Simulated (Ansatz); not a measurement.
GeH4O2Se, SMILES [OH][GeH]([OH])[SeH], a geometry optimisation

With the Python package of Ansatz (0.2.0).

At the Python prompt:
```pycon
>>> import itertools
>>> import warnings
>>> import ansatz
>>> from ase.data import atomic_numbers, covalent_radii
>>> import numpy as np
>>> GEOMETRY = """
... O    -0.43100    0.99580   -1.46610
... Ge    0.02600    0.16180   -0.00450
... O     1.60980   -0.56070   -0.28220
... Se   -1.45280   -1.52610    0.47290
... H    -1.35550    1.42620   -1.26020
... H     0.09720    1.16880    1.18730
... H     2.27050    0.21410   -0.40560
... H    -0.67200   -1.93700    1.70260
... """
>>> warnings.simplefilter("ignore", ansatz.DeckWarning)
>>> mol = ansatz.Crystal.molecule()
>>> for line in GEOMETRY.strip().splitlines():
...     symbol, *xyz = line.split()
...     mol = mol.atom(symbol, [float(v) for v in xyz])
...
>>> job = (
...     mol.calculation()
...     .basis(gaussian="def2-SVP")
...     .functional("r2scan")
... )
>>> symbols = [site.symbol for site in mol.cartesian_sites]
>>> start = np.array([site.position_ang for site in mol.cartesian_sites], dtype=float)
>>> def progress(event):
...     if event["event"] == "relax_step":
...         row = event["data"]
...         print(f"step {row['step']:3d}  E = {row['lagrangian_ev']:.6f} eV  largest force component {row['allowed_force_max_ev_ang']:.4f} eV/A")
...
>>> summary = job.relax(force_tolerance=0.01).session().plan().execute(on_event=progress).report
step   1  E = -126008.065788 eV  largest force component 2.9807 eV/A
step   2  E = -126008.295424 eV  largest force component 1.0349 eV/A
step   3  E = -126008.332517 eV  largest force component 0.3418 eV/A
step   4  E = -126008.345497 eV  largest force component 0.2681 eV/A
step   5  E = -126008.352580 eV  largest force component 0.0909 eV/A
step   6  E = -126008.357758 eV  largest force component 0.0943 eV/A
step   7  E = -126008.368623 eV  largest force component 0.1059 eV/A
step   8  E = -126008.347973 eV  largest force component 0.8185 eV/A
step   9  E = -126008.376268 eV  largest force component 0.0815 eV/A
step  10  E = -126008.380309 eV  largest force component 0.3188 eV/A
step  11  E = -126008.396789 eV  largest force component 0.1735 eV/A
step  12  E = -126008.416667 eV  largest force component 0.3705 eV/A
step  13  E = -126008.390039 eV  largest force component 0.8105 eV/A
step  14  E = -126008.431430 eV  largest force component 0.1597 eV/A
step  15  E = -126008.437690 eV  largest force component 0.1704 eV/A
step  16  E = -126008.436361 eV  largest force component 0.4483 eV/A
step  17  E = -126008.439714 eV  largest force component 0.0385 eV/A
step  18  E = -126008.440400 eV  largest force component 0.0614 eV/A
step  19  E = -126008.440673 eV  largest force component 0.2912 eV/A
step  20  E = -126008.446218 eV  largest force component 0.0756 eV/A
step  21  E = -126008.451161 eV  largest force component 0.0585 eV/A
step  22  E = -126008.433786 eV  largest force component 0.7827 eV/A
step  23  E = -126008.452966 eV  largest force component 0.0853 eV/A
step  24  E = -126008.455120 eV  largest force component 0.1148 eV/A
step  25  E = -126008.456133 eV  largest force component 0.0963 eV/A
step  26  E = -126008.456233 eV  largest force component 0.0914 eV/A
step  27  E = -126008.456951 eV  largest force component 0.0559 eV/A
step  28  E = -126008.457131 eV  largest force component 0.0236 eV/A
step  29  E = -126008.457253 eV  largest force component 0.0063 eV/A
>>> end = np.array(summary["positions_ang"])
>>> print("reference energy %16.6f eV" % summary["reference_energy_ev"])
reference energy   -126008.457262 eV
>>> print("total energy     %16.6f eV" % summary["free_energy_ev"])
total energy       -126008.457262 eV
>>> print("occupied orbitals outside the frozen core (up, down):", summary["n_occupied"], " frozen:", summary["n_frozen"], " virtual:", summary["n_virtual"])
occupied orbitals outside the frozen core (up, down): [43, 43]  frozen: 0  virtual: [69, 69]
>>> # pairs closer than 1.2 times the sum of covalent radii, before or after
>>> radius = [covalent_radii[atomic_numbers[s]] for s in symbols]
>>> span = lambda where, i, j: np.linalg.norm(where[i] - where[j])
>>> bonded = [(i, j) for i, j in itertools.combinations(range(len(symbols)), 2) if min(span(start, i, j), span(end, i, j)) < 1.2 * (radius[i] + radius[j])]
>>> print("pair        before    after (A)")
pair        before    after (A)
>>> for i, j in bonded:
...     print(f"{symbols[i]}{i}-{symbols[j]}{j}".ljust(10), f"{span(start, i, j):8.4f} {span(end, i, j):8.4f}")
...
O0-Ge1       1.7438   1.7754
O0-H4        1.0404   0.9672
Ge1-O2       1.7628   1.7647
Ge1-Se3      2.2943   2.3624
Ge1-H5       1.5619   1.5305
O2-H6        1.0257   0.9675
Se3-H7       1.5135   1.4715
>>> charges = summary["charge_distribution"]
>>> print("dipole moment", round(4.803205 * float(np.linalg.norm(charges["dipole_moment_e_ang"])), 3), "D")
dipole moment 1.323 D
>>> print("Mulliken:", [(s, round(q, 3)) for s, q in zip(symbols, charges["mulliken_charges_e"])])
Mulliken: [('O', -0.441), ('Ge', 0.731), ('O', -0.427), ('Se', -0.265), ('H', 0.201), ('H', -0.081), ('H', 0.205), ('H', 0.077)]
>>> with open("geh4o2se_opt.xyz", "w") as handle:
...     handle.write(f"{len(symbols)}\nrelaxed GeH4O2Se\n")
...     handle.writelines(f"{s:2s} {x:11.6f} {y:11.6f} {z:11.6f}\n" for s, (x, y, z) in zip(symbols, end))
...
19
```

File `geh4o2se_opt.xyz` afterwards:
```text
8
relaxed GeH4O2Se
O    -0.409316    1.220469   -1.255399
Ge    0.122529    0.309224    0.172479
O     1.841480    0.005871   -0.086710
Se   -1.222948   -1.631883    0.225397
H    -1.372630    1.248069   -1.337041
H     0.069820    1.085556    1.490412
H     2.007067   -0.456483   -0.920305
H    -0.943802   -1.837923    1.655368
```

Caveats:
- Total energies depend on the basis set; only differences at equal settings carry meaning.
- The end point is the stationary point reached from this start; no frequency run checks that it is a minimum, and the basis set is modest.
- The whole script took 4.1 min on 1 thread of Arm Neoverse V1 (shared host), peak memory 0.25 GiB.
